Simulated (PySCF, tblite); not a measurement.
# C₅H₆O₂: a rotation path, then NMR shifts on frames, part 1 of 2

Aim: move C₅H₆O₂ (`C#CC(=O)COC`) away from its starting geometry and see how NMR shifts follow the geometry.

Computed with tblite 0.8.0 and PySCF 2.14.0, with density-fitted response routines of our own, on a single molecule in the gas phase. Atoms count from 0, in the outputs and in this text.

## Step 1: Starting geometry

13 atoms, charge 0, multiplicity 1; geometry from: GFN2-xTB.

Bonds of the start (Å): C0–C1 1.20, C1–C2 1.44, C2–O3 1.21, C2–C4 1.53, C4–O5 1.40, O5–C6 1.41, C0–H7 1.05, C4–H8 1.10, C4–H9 1.10, C6–H10 1.09, C6–H11 1.10, C6–H12 1.10.

## Step 2: A band between two rotamers with GFN2-xTB

Job settings and geometry (Å):

```
{"job": {"kind": "neb", "xc": "GFN2-xTB", "basis": "xTB", "atoms": [2, 4, 5, 6], "turn": 120}, "charge": 0, "multiplicity": 1}
C      2.025932     0.216751     1.518560
C      1.610792    -0.051593     0.423772
C      1.111327    -0.357012    -0.887878
O      1.684359    -0.061743    -1.907447
C     -0.208024    -1.128876    -0.878595
O     -0.979568    -0.976980     0.283016
C     -1.597250     0.284439     0.386536
H      2.382060     0.443966     2.480883
H      0.046726    -2.193815    -0.934911
H     -0.776324    -0.861288    -1.782751
H     -2.183698     0.262323     1.302571
H     -2.260299     0.469698    -0.467788
H     -0.860422     1.093369     0.446305
```

With the program's defaults for keys left out, this is: GFN2-xTB climbing-image nudged elastic band, gas phase.

The run is started by

```
$ OMP_NUM_THREADS=1 python probes_run.py task.json out
```

This one command runs all jobs of the session in turn.

The program printed:

```text
image   E - E0 / eV
  0      -0.0000
  1       0.0158
  2       0.0529
  3       0.0906
  4       0.1100
  5       0.1034
  6       0.0811
  7       0.0575
  8       0.0393
```

Run time: 4.2 s. Hardware: 1 thread of Intel Xeon Platinum 8259CL at 2.50GHz, shared host; peak memory 0.18 GiB.

The final band, with the dihedral C2–C4–O5–C6:

```
image  dihedral (°)  energy (eV)  energy (kcal/mol)
    0            73        0.000                0.0
    1            84        0.016                0.4
    2            97        0.053                1.2
    3           112        0.091                2.1
    4           127        0.110                2.5
    5           141        0.103                2.4
    6           155        0.081                1.9
    7           168        0.057                1.3
    8           180        0.039                0.9
```

## Step 3: Nuclear shieldings: image 0, PBE0/pcSseg-1

Job settings and geometry (Å):

```
{"job": {"kind": "nmr", "xc": "PBE0", "basis": "pcSseg-1", "pop": false}, "charge": 0, "multiplicity": 1}
C      2.025900     0.216800     1.518600
C      1.610800    -0.051600     0.423800
C      1.111300    -0.357000    -0.887900
O      1.684400    -0.061700    -1.907400
C     -0.208000    -1.128900    -0.878600
O     -0.979600    -0.977000     0.283000
C     -1.597200     0.284400     0.386500
H      2.382100     0.444000     2.480900
H      0.046700    -2.193800    -0.934900
H     -0.776300    -0.861300    -1.782800
H     -2.183700     0.262300     1.302600
H     -2.260300     0.469700    -0.467800
H     -0.860400     1.093400     0.446300
```

Level: GIAO PBE0/pcSseg-1 NMR shielding, non-relativistic, gas phase.

The program printed:

```text
coarse grid: 11328 points
cycle   1  E = -343.8249397749  dE =  1.102e+00  |g| = 9.110e-01  |ddm| = 3.336e+00
cycle   2  E = -343.3752267485  dE =  4.497e-01  |g| = 1.781e+00  |ddm| = 3.154e+00
cycle   3  E = -343.9749057933  dE = -5.997e-01  |g| = 2.258e-01  |ddm| = 2.377e+00
cycle   4  E = -343.9843661491  dE = -9.460e-03  |g| = 1.032e-01  |ddm| = 3.094e-01
cycle   5  E = -343.9861887649  dE = -1.823e-03  |g| = 2.409e-02  |ddm| = 1.017e-01
cycle   6  E = -343.9863040948  dE = -1.153e-04  |g| = 5.536e-03  |ddm| = 2.253e-02
cycle   7  E = -343.9863093960  dE = -5.301e-06  |g| = 1.943e-03  |ddm| = 5.182e-03
final grid: 110688 points
cycle   8  E = -344.0506731573  dE = -3.594e-06  |g| = 1.587e-02  |ddm| = 3.701e-02
cycle   9  E = -344.0505493252  dE =  1.238e-04  |g| = 2.993e-02  |ddm| = 3.763e-02
cycle  10  E = -344.0507188197  dE = -1.695e-04  |g| = 3.341e-03  |ddm| = 2.766e-02
cycle  11  E = -344.0507208973  dE = -2.078e-06  |g| = 4.239e-04  |ddm| = 2.745e-03
cycle  12  E = -344.0507209271  dE = -2.978e-08  |g| = 1.523e-04  |ddm| = 5.139e-04
cycle  13  E = -344.0507209318  dE = -4.737e-09  |g| = 5.791e-05  |ddm| = 1.727e-04
cycle  14  E = -344.0507209325  dE = -7.034e-10  |g| = 2.478e-05  |ddm| = 5.462e-05
converged SCF energy = -344.0507209325

GIAO shielding tensors (ppm)
atom      isotropic    diamagn.    paramagn.     s11        s22        s33       span
  0 C       94.374     258.368    -163.993     38.400     40.719    204.004    165.604
  1 C      103.747     261.865    -158.118      3.949     14.906    292.388    288.439
  2 C       -9.838     246.005    -255.844   -104.973    -12.214     87.672    192.646
  3 O     -380.277     396.148    -776.425  -1029.260   -483.253    371.683   1400.943
  4 C      102.711     246.122    -143.411     82.002     96.089    130.042     48.040
  5 O      316.806     394.675     -77.870    288.367    321.671    340.379     52.011
  6 C      126.184     246.617    -120.433     93.820    103.199    181.534     87.714
  7 H       28.731      33.899      -5.168     24.609     25.563     36.019     11.410
  8 H       27.378      27.719      -0.341     24.212     25.912     32.009      7.798
  9 H       28.077      29.665      -1.587     24.505     27.590     32.137      7.633
 10 H       27.787      29.206      -1.419     24.314     25.230     33.816      9.502
 11 H       28.570      29.341      -0.771     24.957     26.323     34.429      9.472
 12 H       28.031      31.026      -2.996     23.313     28.010     32.768      9.456
```

It took 25 s on 1 thread of Intel Xeon Platinum 8259CL at 2.50GHz, shared host; peak memory 0.71 GiB.

Shifts follow as δ = σ(reference) − σ, with reference shieldings (ppm) from runs at the same level and on the same kind of geometry: 1H TMS 31.72, 13C TMS 186.9, 17O H2O 336.1. The references are single molecules in the gas phase, so shifts against H2O, NH3, PH3, H3PO4 or CFCl3 are not on the usual liquid scales and can be off by tens of ppm. Each atom is listed at this fixed geometry, with no averaging over motion; a spectrum would average atoms that exchange fast.

```
atoms                                          environment  σ (ppm)  δ (ppm)
   C2                          carbonyl carbon of an ynone     -9.8    196.8
   C0                               terminal alkyne carbon     94.4     92.6
   C4                 sp3 CH2 bonded to O, α to a carbonyl    102.7     84.2
   C1                                        alkyne carbon    103.7     83.2
   C6                            methyl carbon bonded to O    126.2     60.7
   H8  hydrogen on an sp3 CH2 bonded to O, α to a carbonyl    27.38     4.34
  H10              hydrogen on a methyl carbon bonded to O    27.79     3.93
  H12              hydrogen on a methyl carbon bonded to O    28.03     3.69
   H9  hydrogen on an sp3 CH2 bonded to O, α to a carbonyl    28.08     3.64
  H11              hydrogen on a methyl carbon bonded to O    28.57     3.15
   H7                 hydrogen on a terminal alkyne carbon    28.73     2.99
   O3                                        ketone oxygen   -380.3    716.4
   O5                                         ether oxygen    316.8     19.3
```

Orbitals, density, ELF and potential are computed afterwards from the orbital file.

Frontier orbitals at PBE0/pcSseg-1, with the share of their density that lies nearest to each atom:

```
orbital  energy (eV)                                        lies on
   HOMO        -7.51  O3, O5 about 34 % each; C2, C4 about 7 % each
   LUMO        -1.98                      C2 30 %; O3 26 %; C0 21 %
```

ELF in a plane through or near 6 of the atoms.

Ten even steps from '0' (0.00) to '9' (1.00):
```
0000000000000000000000000000
0000000000000000000000000000
0000000000000000000000000000
0000000000010000000000000000
0000000000121000011000000000
0000000000343002799400000000
0000000000355535999800000000
0000012334654962999400000000
0000135666885863541000000000
0000146782274135300000000000
0000146667562025643453000000
0000377296861015536774000000
0000799836740014216532000000
0001999985410015999500000000
0000799952100005999810000000
0000022100000004999700000000
0000000000000000476100000000
0000000000000000000000000000
0000000000000000000000000000
0000000000000000000000000000
```
The map spans 11.5 Å across and 9.4 Å up, centred on the molecule. Atoms in the plane (x, y in Å): C0 (-2.5, -0.8), C1 (-1.7, 0.1), C6 (1.3, -1.1), H7 (-3.1, -1.5), H9 (1.4, 1.5), H10 (1.6, -2.0).

On the surface of density 0.002 e/bohr³ the electrostatic potential runs, from the 1st to the 99th percentile, from -1.51 V near O3 to 1.83 V near H7.

## Step 4: Nuclear shieldings: image 2, PBE0/pcSseg-1

Job settings and geometry (Å):

```
{"job": {"kind": "nmr", "xc": "PBE0", "basis": "pcSseg-1", "pop": false}, "charge": 0, "multiplicity": 1}
C      2.287800     0.070500     1.541800
C      1.791600    -0.115800     0.464000
C      1.223900    -0.346500    -0.833900
O      1.799300    -0.109300    -1.867900
C     -0.161800    -0.991200    -0.799400
O     -0.894800    -0.771800     0.381300
C     -1.825100     0.281100     0.297500
H      2.722200     0.222200     2.486800
H      0.007300    -2.074500    -0.871000
H     -0.717200    -0.675100    -1.691700
H     -2.309700     0.337300     1.269800
H     -2.581200     0.071600    -0.469200
H     -1.346900     1.240600     0.074100
```

Level: GIAO PBE0/pcSseg-1 NMR shielding, non-relativistic, gas phase.

The program printed:

```text
coarse grid: 11328 points
cycle   1  E = -343.8232459928  dE =  1.092e+00  |g| = 9.109e-01  |ddm| = 3.329e+00
cycle   2  E = -343.3787738340  dE =  4.445e-01  |g| = 1.773e+00  |ddm| = 3.187e+00
cycle   3  E = -343.9728173431  dE = -5.940e-01  |g| = 2.298e-01  |ddm| = 2.408e+00
cycle   4  E = -343.9827066457  dE = -9.889e-03  |g| = 1.023e-01  |ddm| = 3.107e-01
cycle   5  E = -343.9844960752  dE = -1.789e-03  |g| = 2.402e-02  |ddm| = 9.965e-02
cycle   6  E = -343.9846112749  dE = -1.152e-04  |g| = 5.330e-03  |ddm| = 2.184e-02
cycle   7  E = -343.9846163676  dE = -5.093e-06  |g| = 1.603e-03  |ddm| = 4.905e-03
final grid: 110688 points
cycle   8  E = -344.0492124831  dE = -4.487e-06  |g| = 1.576e-02  |ddm| = 3.427e-02
cycle   9  E = -344.0490980777  dE =  1.144e-04  |g| = 2.934e-02  |ddm| = 3.724e-02
cycle  10  E = -344.0492566575  dE = -1.586e-04  |g| = 3.452e-03  |ddm| = 2.764e-02
cycle  11  E = -344.0492588232  dE = -2.166e-06  |g| = 4.110e-04  |ddm| = 2.876e-03
cycle  12  E = -344.0492588524  dE = -2.921e-08  |g| = 1.438e-04  |ddm| = 5.051e-04
cycle  13  E = -344.0492588567  dE = -4.302e-09  |g| = 3.344e-05  |ddm| = 1.686e-04
cycle  14  E = -344.0492588569  dE = -1.402e-10  |g| = 2.220e-05  |ddm| = 3.504e-05
converged SCF energy = -344.0492588569

GIAO shielding tensors (ppm)
atom      isotropic    diamagn.    paramagn.     s11        s22        s33       span
  0 C       93.495     257.849    -164.355     38.646     40.924    200.914    162.267
  1 C      103.833     260.604    -156.771      3.725     14.977    292.796    289.070
  2 C       -9.397     246.108    -255.505   -101.586    -12.982     86.377    187.963
  3 O     -370.676     395.793    -766.469  -1010.040   -471.375    369.388   1379.428
  4 C      101.854     246.788    -144.933     77.906     95.553    132.104     54.199
  5 O      324.295     395.501     -71.206    292.066    326.653    354.166     62.100
  6 C      124.783     245.027    -120.244     89.852    102.026    182.472     92.620
  7 H       28.679      33.707      -5.028     24.680     25.539     35.819     11.139
  8 H       27.344      28.121      -0.777     24.081     26.061     31.889      7.808
  9 H       28.277      30.492      -2.215     25.075     27.555     32.200      7.125
 10 H       27.765      28.897      -1.132     24.075     25.413     33.808      9.732
 11 H       28.346      28.786      -0.440     24.559     26.104     34.374      9.815
 12 H       28.340      30.522      -2.182     24.292     26.661     34.067      9.775
```

Run time: 17 s. Hardware: 1 thread of Intel Xeon Platinum 8259CL at 2.50GHz, shared host; peak memory 0.74 GiB.

In short: δ C2 196.3, C0 93.4, C4 85.1, C1 83.1, H8 4.37, H10 3.95 ppm.

(Continued in part 2 of 2.)
